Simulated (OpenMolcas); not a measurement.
# Ag³⁺ among point charges: CASSCF and CASPT2 levels and susceptibility

Aim: the splitting of the states of Ag³⁺ in the field of 6 point charges, its lowest levels with spin-orbit coupling and its magnetic susceptibility.

Program: OpenMolcas 26.06. Level of theory: state-averaged CASSCF and CASPT2, spin-orbit coupling by RASSI with atomic mean-field integrals. These are calculated values, not measurements, unless marked.

## Step 1: What is computed

| Item | Value |
| --- | --- |
| Species | Ag³⁺ (silver, Z = 47, 44 electrons) |
| Basis | ANO-RCC-VDZP [6s5p3d1f], 43 functions |
| Scalar Hamiltonian | DKH2, point nucleus |
| Inactive shells | 1s 2s 2p 3s 3p 3d 4s 4p |
| Active space | 8 electrons in 5 orbitals (4d) |
| Some configurations of this space | 4d8 |
| Orbitals | optimised for each spin and parity, averaged over all roots |

The outer shells:

4d8
```
4d [↑↓][↑↓][↑↓][↑ ][↑ ]
```

The ion sits among 6 point charges of -1.7 e arranged as an octahedron (Oh), 1.82 Å from the ion.

Each step is its own input file, run in one work folder so that later steps find the files of earlier ones. Labels, J, g values, rates, χT and fits are worked out afterwards by a script from the matrices that RASSI stores. The input lists half of the charges; inversion (Group=XYZ) makes the rest.

## Step 2: One- and two-electron integrals

a.inp reads:

```
&GATEWAY
Coord
1

Ag 0.0 0.0 0.0
Basis=ANO-RCC-VDZP
Group=XYZ
NoMove
AngMom=0.0 0.0 0.0
AMFI
XField
3 Angstrom 0
1.820000 0.000000 0.000000 -1.700000
0.000000 1.820000 0.000000 -1.700000
0.000000 0.000000 1.820000 -1.700000
&SEWARD
```

On the command line:

```bash
OMP_NUM_THREADS=1 MOLCAS_MEM=1689 MOLCAS_PROJECT=a pymolcas a.inp > a.log
```

## Step 3: Reference wave functions, triplets of even parity, 10 roots

a.inp reads:

```
&RASSCF
FileOrb=start.orb
Symmetry=1
Spin=3
nActEl=8 0 0
Inactive=9 9
Ras2=5 0
CIRoot=10 10 1
SDav=10
CIMx=300
Iter=120 100
PrWF=0.3
OrbListing=Nothing
MaxOrb=0
>>> COPY $Project.JobIph JOB001
```

start.orb holds the contracted functions of the basis, ordered by shell, or the orbitals of the step before.

## Step 4: Reference wave functions, singlets of even parity, 15 roots

a.inp reads:

```
&RASSCF
FileOrb=start.orb
Symmetry=1
Spin=1
nActEl=8 0 0
Inactive=9 9
Ras2=5 0
CIRoot=15 15 1
SDav=15
CIMx=300
Iter=120 100
PrWF=0.3
OrbListing=Nothing
MaxOrb=0
>>> COPY $Project.JobIph JOB002
```

## Step 5: State interaction with spin-orbit coupling

a.inp reads:

```
&RASSI
NrOfJobIphs=2 10 15
1 2 3 4 5 6 7 8 9 10
1 2 3 4 5 6 7 8 9 10 11 12 13 14 15
IphNames
JOB001
JOB002
EJob
SpinOrbit
DIPRint=1.0
SOCoupling=1000.0
Subsets=2
Property=9
'ANGMOM' 1 'ANGMOM' 2 'ANGMOM' 3 'MLTPL  1' 1 'MLTPL  1' 2 'MLTPL  1' 3
'AMFI' 1 'AMFI' 2 'AMFI' 3
SOProperty=3
'ANGMOM' 1 'ANGMOM' 2 'ANGMOM' 3
```

## Step 6: CASPT2: IPEA 0.25, imaginary shift 0.1 (closed shells correlated: 4s 4p)

a.inp reads:

```
>>> COPY JOB001 $Project.JobIph
&CASPT2
Multistate=10 1 2 3 4 5 6 7 8 9 10
NoMult
Frozen=8 6
IPEA=0.25
Imaginary=0.1
MaxIter=60
WThr=0.0 0.3 0.05
PrWF=0.5
NoMix
>>> COPY JOB002 $Project.JobIph
&CASPT2
Multistate=15 1 2 3 4 5 6 7 8 9 10 11 12 13 14 15
NoMult
Frozen=8 6
IPEA=0.25
Imaginary=0.1
MaxIter=60
WThr=0.0 0.3 0.05
PrWF=0.5
NoMix
```

(Steps that only read results are left out.)

What does the calculation give? Wanted: spin-free ground state; first state of the same spin within the active space; lowest level; next level.

**Answer**, as computed:

| quantity | value |
| --- | --- |
| method | SS-CASPT2, IPEA 0.25, imaginary shift 0.1 (closed shells correlated: 4s 4p) |
| spin-free ground state | 3A2, 1-fold in its orbital part |
| first state of the same spin within the active space | 3T2 at 9550 cm⁻¹ |
| lowest level | 3-fold T2 |
| next level | 8290.4 cm⁻¹ |
| χT at 300 K | 1.83 cm³ K/mol |
| effective moment at 300 K | 3.83 μB |

Cost by method:

| method | time of its own steps | time with the reference |
| --- | --- | --- |
| A. CASSCF | 4.5 s | 4.5 s |
| B. SS-CASPT2, IPEA 0.25, imaginary shift 0.1, +4s 4p | 1.5 s | 6 s |

Times are of one thread on a shared host.

In words: The spin-free ground state (3A2) comes to 100 % from free-ion F terms and keeps the highest spin of the shell. χT at 300 K is 1.83, against 1.00 cm³ K/mol for the spin alone, so orbital moment adds to it. A ligand-field fit to the states below 45000 cm-1 gives 10Dq = 9340 cm-1, B = 943 cm-1 and C = 3702 cm-1 (C/B = 3.93), with a deviation of 432 cm-1. CASPT2 does not keep the components of a term degenerate, and the means are used. The field of point charges can differ much from that of real complexes. This is an electrostatic model: the charges have no orbitals.
